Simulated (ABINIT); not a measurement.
# Si2C (P4/mmm) in ABINIT: further runs

The runs below take Si2C through single point, with LDA, PBE.

Program: ABINIT 10.8.3 (patched build). These are calculated values, not measurements. Logs are shortened: lines on timing, memory, paths and dates and some standing lists are left out, and cuts for length are marked. The log counts tension as positive stress, the text compression.

**1. The structure**

It takes space group P4/mmm (No. 123, tetragonal). The conventional cell has a = 2.720 Å, b = 2.720 Å, c = 4.813 Å, α = 90.00°, β = 90.00°, γ = 90.00°. Si (site symmetry 4mm) has 4 C at 2.25 Å and 2 Si at 2.33 to 2.48 Å as nearest neighbours. C (site symmetry 4/mmm) has 8 Si at 2.25 Å as nearest neighbours.

The cell was built by a generator and needn't be a form met in nature.

**2. Single point, LDA**

run.abi

```
pp_dirpath "./"
pseudos "Si.upf, C.upf"

acell 3*1.0 Angstrom
rprim
     2.7201400000     0.0000000000     0.0000000000
     0.0000000000     2.7201400000     0.0000000000
     0.0000000000     0.0000000000     4.8126800000
ntypat 2
znucl 14 6
natom 3
typat 1 1 2
xred
     0.5000000000     0.5000000000     0.2419500000
     0.5000000000     0.5000000000     0.7580500000
     0.0000000000     0.0000000000     0.0000000000

ecut 31.0

kptopt 1
ngkpt 8 8 4
nshiftk 1
shiftk 0.0 0.0 0.0

ixc 7

nband 10
occopt 3
tsmear 0.05 eV

nstep 100
tolvrs 1.0e-10

iomode 3
prtwf 0
prtden 0
prteig 0
prtebands 0
```

Potentials or basis: PseudoDojo NC SR LDA v0.4.1 standard.

The run is started by

```bash
$ abinit run.abi > log 2>&1
```

run.abo:

```text
.Version 10.8.3 of ABINIT
 Symmetries : space group P4/m m m (#123); Bravais tP (primitive tetrag.)
================================================================================
 Values of the parameters that define the memory need of the present run
     intxc =       0    ionmov =       0      iscf =       7    lmnmax =       6
     lnmax =       6     mgfft =      48  mpssoang =       3    mqgrid =    3001
     natom =       3  nloc_mem =       1    nspden =       1   nspinor =       1
    nsppol =       1      nsym =      16    n1xccc =    2501    ntypat =       2
    occopt =       3   xclevel =       1
       mpw =        1997          nfft =       34992          nkpt =          45
================================================================================
================================================================================

--------------------------------------------------------------------------------
------------- Echo of variables that govern the present computation ------------
--------------------------------------------------------------------------------
 -outvars: echo values of preprocessed input variables --------
            acell      1.8897261259E+00  1.8897261259E+00  1.8897261259E+00 Bohr
              amu      2.80855000E+01  1.20110000E+01
             ecut      3.10000000E+01 Hartree
              ixc           7
         kptrlatt        8    0    0      0    8    0      0    0    4
          kptrlen      3.63785885E+01
            natom           3
            nband          10
            ngfft          27      27      48
             nkpt          45
            nstep         100
             nsym          16
           ntypat           2
           occopt           3
           prtden           0
        prtebands           0
           prteig           0
            prtwf           0
            rprim      2.7201400000E+00  0.0000000000E+00  0.0000000000E+00
                       0.0000000000E+00  2.7201400000E+00  0.0000000000E+00
                       0.0000000000E+00  0.0000000000E+00  4.8126800000E+00
          spgroup         123
           tolvrs      1.00000000E-10
           tsmear      1.83746611E-03 Hartree
            typat      1  1  2
           xangst      1.3600700000E+00  1.3600700000E+00  1.1644279260E+00
                       1.3600700000E+00  1.3600700000E+00  3.6482520740E+00
                       0.0000000000E+00  0.0000000000E+00  0.0000000000E+00
            xcart      2.5701598121E+00  2.5701598121E+00  2.2004498735E+00
                       2.5701598121E+00  2.5701598121E+00  6.8941972581E+00
                       0.0000000000E+00  0.0000000000E+00  0.0000000000E+00
             xred      5.0000000000E-01  5.0000000000E-01  2.4195000000E-01
                       5.0000000000E-01  5.0000000000E-01  7.5805000000E-01
                       0.0000000000E+00  0.0000000000E+00  0.0000000000E+00
            znucl       14.00000    6.00000

================================================================================

 chkinp: Checking input parameters for consistency.

================================================================================
== DATASET  1 ==================================================================

--- !DatasetInfo
iteration_state: {dtset: 1, }
dimensions: {natom: 3, nkpt: 45, mband: 10, nsppol: 1, nspinor: 1, nspden: 1, mpw: 1997, }
cutoff_energies: {ecut:  31.0, pawecutdg:  -1.0, }
electrons: {nelect:   1.20000000E+01, charge:   0.00000000E+00, occopt:   3.00000000E+00, tsmear:   1.83746611E-03, }
meta: {optdriver: 0, ionmov: 0, optcell: 0, iscf: 7, paral_kgb: 0, }
...

 Exchange-correlation functional for the present dataset will be:
  LDA: Perdew-Wang 92 LSD fit to Ceperley-Alder data - ixc=7
  J.P.Perdew and Y.Wang, PRB 45, 13244 (1992)

 Real(R)+Recip(G) space primitive vectors, cartesian coordinates (Bohr,Bohr^-1):
 R(1)=  5.1403196  0.0000000  0.0000000  G(1)=  0.1945404  0.0000000  0.0000000
 R(2)=  0.0000000  5.1403196  0.0000000  G(2)=  0.0000000  0.1945404  0.0000000
 R(3)=  0.0000000  0.0000000  9.0946471  G(3)=  0.0000000  0.0000000  0.1099548
 Unit cell volume ucvol=  2.4030682E+02 bohr^3
 Angles (23,13,12)=  9.00000000E+01  9.00000000E+01  9.00000000E+01 degrees

 getcut: wavevector=  0.0000  0.0000  0.0000  ngfft=  27  27  48
         ecut(hartree)=     31.000   => boxcut(ratio)=   2.01807

--- Pseudopotential description ------------------------------------------------
- pspini: atom type   1  psp file is ./Si.upf
12 -1012 2 -1 1510                            pspcod,pspxc,lmax,lloc,mmax
     nproj     2     2     2

- pspini: atom type   2  psp file is ./C.upf
12 -1012 1 -1 1234                            pspcod,pspxc,lmax,lloc,mmax
     nproj     2     2     0

   2.12293310E+02                                ecore*ucvol(ha*bohr**3)
--------------------------------------------------------------------------------

================================================================================

--- !BeginCycle
iteration_state: {dtset: 1, }
solver: {iscf: 7, nstep: 100, nline: 4, wfoptalg: 0, }
tolerances: {tolvrs: 1.00E-10, }
...

     iter   Etot(hartree)      deltaE(h)  residm     vres2
 ETOT  1  -14.285525758924    -1.429E+01 4.640E-02 8.018E+02
 ETOT  2  -14.266006303907     1.952E-02 2.184E-02 8.325E+02
 ETOT  3  -14.417923013314    -1.519E-01 1.826E-02 4.892E-01
 ETOT  4  -14.418231381351    -3.084E-04 3.818E-03 9.375E-02
 ETOT  5  -14.418257420438    -2.604E-05 8.583E-04 4.308E-02
 ETOT  6  -14.418264768292    -7.348E-06 3.255E-04 3.378E-04
 ETOT  7  -14.418264868717    -1.004E-07 1.853E-04 4.444E-06
 ETOT  8  -14.418264869447    -7.300E-10 1.167E-04 1.359E-07
 ETOT  9  -14.418264869486    -3.857E-11 1.822E-04 1.459E-10
 ETOT 10  -14.418264869486     1.954E-14 1.111E-04 1.395E-11

 At SCF step   10       vres2   =  1.39E-11 < tolvrs=  1.00E-10 =>converged.

 Cartesian components of stress tensor (hartree/bohr^3)
  sigma(1 1)=  2.23132178E-04  sigma(3 2)=  0.00000000E+00
  sigma(2 2)=  2.23132178E-04  sigma(3 1)=  0.00000000E+00
  sigma(3 3)=  1.96246907E-04  sigma(2 1)=  0.00000000E+00

--- !ResultsGS
iteration_state: {dtset: 1, }
comment   : Summary of ground state results
lattice_vectors:
- [  5.1403196,   0.0000000,   0.0000000, ]
- [  0.0000000,   5.1403196,   0.0000000, ]
- [  0.0000000,   0.0000000,   9.0946471, ]
lattice_lengths: [   5.14032,    5.14032,    9.09465, ]
lattice_angles: [ 90.000,  90.000,  90.000, ] # degrees, (23, 13, 12)
lattice_volume:   2.4030682E+02
convergence: {deltae:  1.954E-14, res2:  1.395E-11, residm:  1.111E-04, diffor: null, }
etotal    :  -1.44182649E+01
entropy   :   0.00000000E+00
fermie    :   3.09202511E-01
cartesian_stress_tensor: # hartree/bohr^3
- [  2.23132178E-04,   0.00000000E+00,   0.00000000E+00, ]
- [  0.00000000E+00,   2.23132178E-04,   0.00000000E+00, ]
- [  0.00000000E+00,   0.00000000E+00,   1.96246907E-04, ]
pressure_GPa:  -6.3011E+00
xred      :
- [  5.0000E-01,   5.0000E-01,   2.4195E-01, Si]
- [  5.0000E-01,   5.0000E-01,   7.5805E-01, Si]
- [  0.0000E+00,   0.0000E+00,   0.0000E+00,  C]
cartesian_forces: # hartree/bohr
- [ -0.00000000E+00,  -0.00000000E+00,   1.84187228E-03, ]
- [ -0.00000000E+00,  -0.00000000E+00,  -1.84187228E-03, ]
- [ -0.00000000E+00,  -0.00000000E+00,  -0.00000000E+00, ]
force_length_stats: {min:   0.00000000E+00, max:   1.84187228E-03, mean:   1.22791486E-03, }
...

 Integrated electronic density in atomic spheres:
 ------------------------------------------------
 Atom  Sphere_radius  Integrated_density
    1        2.00000          1.73136059
    2        2.00000          1.73136059
    3        2.00000          3.74762882
================================================================================

 ----iterations are completed or convergence reached----

 Mean square residual over all n,k,spin=   49.969E-08; max=  11.109E-05
 reduced coordinates (array xred) for    3 atoms
       0.500000000000      0.500000000000      0.241950000000
       0.500000000000      0.500000000000      0.758050000000
       0.000000000000      0.000000000000      0.000000000000
 rms dE/dt=  7.8966E-03; max dE/dt=  1.6751E-02; dE/dt below (all hartree)
    1       0.000000000000      0.000000000000     -0.016751178471
    2       0.000000000000      0.000000000000      0.016751178471
    3       0.000000000000      0.000000000000      0.000000000000

 cartesian coordinates (angstrom) at end:
    1      1.36007000000000     1.36007000000000     1.16442792600000
    2      1.36007000000000     1.36007000000000     3.64825207400000
    3      0.00000000000000     0.00000000000000     0.00000000000000

 cartesian forces (hartree/bohr) at end:
    1     -0.00000000000000    -0.00000000000000     0.00184187228255
    2     -0.00000000000000    -0.00000000000000    -0.00184187228255
    3     -0.00000000000000    -0.00000000000000    -0.00000000000000
 frms,max,avg= 8.6826692E-04 1.8418723E-03   0.000E+00  0.000E+00  0.000E+00 h/b

 cartesian forces (eV/Angstrom) at end:
    1     -0.00000000000000    -0.00000000000000     0.09471288086048
    2     -0.00000000000000    -0.00000000000000    -0.09471288086048
    3     -0.00000000000000    -0.00000000000000    -0.00000000000000
 frms,max,avg= 4.4648080E-02 9.4712881E-02   0.000E+00  0.000E+00  0.000E+00 e/A
 length scales=  1.889726125908  1.889726125908  1.889726125908 bohr
              =  1.000000000000  1.000000000000  1.000000000000 angstroms
 Fermi (or HOMO) energy (hartree) =   0.30920   Average Vxc (hartree)=  -0.41641
 Eigenvalues (hartree) for nkpt=  45  k points:
 kpt#   1, nband= 10, wtk=  0.00391, kpt=  0.0000  0.0000  0.0000 (reduced coord)
  -0.30004   -0.04110    0.00294    0.25524    0.25524    0.37364    0.44986    0.48976
   0.60496    0.60764
      occupation numbers for kpt#   1
   2.00000    2.00000    2.00000    2.00000    2.00000    0.00000    0.00000    0.00000
   0.00000    0.00000
 prteigrs : prtvol=0 or 1, do not print more k-points.

--- !EnergyTerms
iteration_state     : {dtset: 1, }
comment             : Components of total free energy in Hartree
kinetic             :  7.07227246283664E+00
hartree             :  1.77603547217654E+00
xc                  : -5.24294729283831E+00
Ewald energy        : -1.47841564573181E+01
psp_core            :  8.83426062348436E-01
local_psp           : -5.24485279709558E+00
non_local_psp       :  1.12234545185452E+00
internal            : -1.44178770980358E+01
'-kT*entropy'       : -3.87771449841757E-04
total_energy        : -1.44182648694857E+01
total_energy_eV     : -3.92340974360434E+02
band_energy         :  8.98663852373955E-01
...

 Cartesian components of stress tensor (hartree/bohr^3)
  sigma(1 1)=  2.23132178E-04  sigma(3 2)=  0.00000000E+00
  sigma(2 2)=  2.23132178E-04  sigma(3 1)=  0.00000000E+00
  sigma(3 3)=  1.96246907E-04  sigma(2 1)=  0.00000000E+00

-Cartesian components of stress tensor (GPa)         [Pressure= -6.3011E+00 GPa]
- sigma(1 1)=  6.56477532E+00  sigma(3 2)=  0.00000000E+00
- sigma(2 2)=  6.56477532E+00  sigma(3 1)=  0.00000000E+00
- sigma(3 3)=  5.77378333E+00  sigma(2 1)=  0.00000000E+00

== END DATASET(S) ==============================================================
================================================================================

 -outvars: echo values of variables after computation  --------
            acell      1.8897261259E+00  1.8897261259E+00  1.8897261259E+00 Bohr
           etotal     -1.4418264869E+01
            fcart     -0.0000000000E+00 -0.0000000000E+00  1.8418722826E-03
                      -0.0000000000E+00 -0.0000000000E+00 -1.8418722826E-03
                      -0.0000000000E+00 -0.0000000000E+00 -0.0000000000E+00
            rprim      2.7201400000E+00  0.0000000000E+00  0.0000000000E+00
                       0.0000000000E+00  2.7201400000E+00  0.0000000000E+00
                       0.0000000000E+00  0.0000000000E+00  4.8126800000E+00
           strten      2.2313217778E-04  2.2313217778E-04  1.9624690659E-04
                       0.0000000000E+00  0.0000000000E+00  0.0000000000E+00
           xangst      1.3600700000E+00  1.3600700000E+00  1.1644279260E+00
                       1.3600700000E+00  1.3600700000E+00  3.6482520740E+00
                       0.0000000000E+00  0.0000000000E+00  0.0000000000E+00
             xred      5.0000000000E-01  5.0000000000E-01  2.4195000000E-01
                       5.0000000000E-01  5.0000000000E-01  7.5805000000E-01
                       0.0000000000E+00  0.0000000000E+00  0.0000000000E+00
 Calculation completed.
```

Wall time 24 s (1 thread of Arm Neoverse V1, shared host); peak memory 0.07 GiB.

Results:

| Quantity | Value |
| --- | --- |
| Free energy | -392.3410 eV |
| Largest force | 0.095 eV/Å |
| Band gap on the k mesh | none (metal or under the smearing width) |
| Valence electrons inside the program's atomic spheres | Si 1.73; C 3.75 |

Forces on the atoms (eV/Å):
```
Si   0.000  0.000  0.095
Si   0.000  0.000 -0.095
C    0.000  0.000  0.000
```

Caveat: the cutoff is too short for stress, so the log's stress isn't used.

**3. Single point, PBE**

run.abi

```
pp_dirpath "./"
pseudos "Si.upf, C.upf"

acell 3*1.0
rprim
     5.1403196206     0.0000000000     0.0000000000
     0.0000000000     5.1403196206     0.0000000000
     0.0000000000     0.0000000000     9.0946471255
ntypat 2
znucl 14 6
natom 3
typat 1 1 2
xred
     0.5000000000     0.5000000000     0.2419500000
     0.5000000000     0.5000000000     0.7580500000
     0.0000000000     0.0000000000     0.0000000000

ecut 1006.821291 eV

kptopt 1
ngkpt 8 8 4
nshiftk 1
shiftk 0.0 0.0 0.0

ixc 11

nband 10
occopt 3
tsmear 0.05 eV

nstep 100
tolvrs 1.0e-10

iomode 3
prtwf 0
prteig 0
prtebands 0
enunit 2
prtden 1
prtvha 1
prtvclmb 1
prtpot 1
prtelf 1
```

Potentials or basis: PseudoDojo NC SR PBE v0.5 standard.

The run is started by

```bash
$ abinit run.abi > log 2>&1
```

Run time: 32 s. Hardware: 1 thread of Arm Neoverse V1, shared host; peak memory 0.08 GiB.

The run converged. Its results:

| Quantity | Value |
| --- | --- |
| Free energy | -390.2037 eV |
| Pressure | 0.1 GPa |
| Largest force | 0.373 eV/Å |
| Band gap on the k mesh | none (metal or under the smearing width) |
| Valence electrons inside the program's atomic spheres | Si 1.73; C 3.72 |

Forces on the atoms (eV/Å):
```
Si   0.000  0.000  0.373
Si   0.000  0.000 -0.373
C    0.000  0.000  0.000
```

Stress tensor (GPa, compression positive):
```
-0.35  0.00  0.00
 0.00 -0.35  0.00
 0.00  0.00  0.97
```

Levels at points of the mesh, in eV from the Fermi level:
```csv
k point,band 2,band 3,band 4,band 5,band 6,band 7,band 8,band 9,band 10
"(0.00, 0.00, 0.00)",-9.55,-8.39,-1.47,-1.47,1.70,3.89,4.88,8.04,8.25
"(0.50, 0.00, 0.00)",-11.76,-5.67,-5.06,-3.94,-2.05,0.51,5.88,6.34,6.76
"(0.50, 0.50, 0.00)",-7.61,-7.61,-6.51,-2.30,-1.63,-0.10,-0.10,1.10,1.10
"(0.00, 0.00, 0.50)",-12.01,-2.99,-1.65,-1.40,-1.40,1.86,5.62,6.07,6.07
"(0.50, 0.00, 0.50)",-11.32,-7.81,-6.92,0.54,1.93,2.12,2.80,2.80,5.99
"(0.50, 0.50, 0.50)",-7.38,-7.38,-5.76,-3.92,-2.76,-2.40,-2.40,5.79,5.79
```

**4. Single point, PBE**

run.abi

```
pp_dirpath "./"
pseudos "Si.GGA_PBE-ansatz.xml, C.GGA_PBE-ansatz.xml"

acell 5.1403196206 5.1403196206 9.0946471255
rprim
     1.0000000000     0.0000000000     0.0000000000
     0.0000000000     1.0000000000     0.0000000000
     0.0000000000     0.0000000000     1.0000000000
ntypat 2
znucl 14 6
natom 3
typat 1 1 2
xred
     0.5000000000     0.5000000000     0.2419500000
     0.5000000000     0.5000000000     0.7580500000
     0.0000000000     0.0000000000     0.0000000000

ecut 15.4
pawecutdg 30.8
pawxcdev 0
pawovlp 30

kptopt 1
ngkpt 8 8 4
nshiftk 1
shiftk 0.0 0.0 0.0

ixc 11

nband 10
occopt 3
tsmear 0.00183747

nstep 100
tolvrs 1.0e-9

iomode 3
prtwf 0
prteig 0
prtebands 0
enunit 2
prtden 1
prtvha 1
prtvclmb 1
prtpot 1
```

Potentials or basis: Ansatz PAW PBE default generated set, frozen core.

The run is started by

```bash
$ abinit run.abi > log 2>&1
```

It took 34 s on 1 thread of Intel Xeon Platinum 8259CL at 2.50GHz (Skylake/Cascade Lake), shared host; peak memory 0.25 GiB.

The run converged. Its results:

```yaml
Free_energy: -369.3537 eV
Pressure: -0.1 GPa
Largest_force: 0.366 eV/Å
Band_gap_on_the_k_mesh: none (metal or under the smearing width)
```

Forces in eV/Å, atoms in the order of the input:
```
Si   0.000  0.000  0.366
Si   0.000  0.000 -0.366
C    0.000  0.000  0.000
```

Stress tensor (GPa, compression positive):
```
-0.50  0.00  0.00
 0.00 -0.50  0.00
 0.00  0.00  0.78
```

Levels at points of the mesh, in eV from the Fermi level:
```tsv
k point	band 4	band 5	band 6	band 7	band 8	band 9
(0.00, 0.00, 0.00)	-1.47	-1.47	1.69	3.90	4.86	8.02
(0.50, 0.00, 0.00)	-5.06	-3.93	-2.05	0.51	5.88	6.33
(0.50, 0.50, 0.00)	-6.52	-2.30	-1.63	-0.10	-0.10	1.11
(0.00, 0.00, 0.50)	-1.64	-1.40	-1.40	1.85	5.60	6.07
(0.50, 0.00, 0.50)	-6.91	0.54	1.93	2.13	2.79	2.80
(0.50, 0.50, 0.50)	-5.77	-3.92	-2.76	-2.40	-2.40	5.79
```

Caveat: the atomic spheres overlap.

**5. Overview**

| level | potentials or basis | cutoff (eV) | fine-grid cutoff | gap on the mesh (eV) | pressure (GPa) | largest force (eV/Å) |
| --- | --- | --- | --- | --- | --- | --- |
| LDA | PseudoDojo NC SR LDA v0.4.1 standard | 844 | - | none | - | 0.09 |
| PBE | PseudoDojo NC SR PBE v0.5 standard | 1007 | - | none | 0.1 | 0.37 |
| PBE | Ansatz PAW PBE default generated set, frozen core | 419 | 838.111 eV | none | -0.1 | 0.37 |

Alike in all rows: task single point; no spin polarisation; cell as given; k mesh 8 × 8 × 4; smearing fermi-dirac 0.05 eV.

Caveats: the atomic spheres overlap (some runs).

Absolute energies hang on the potentials; compare differences alone.
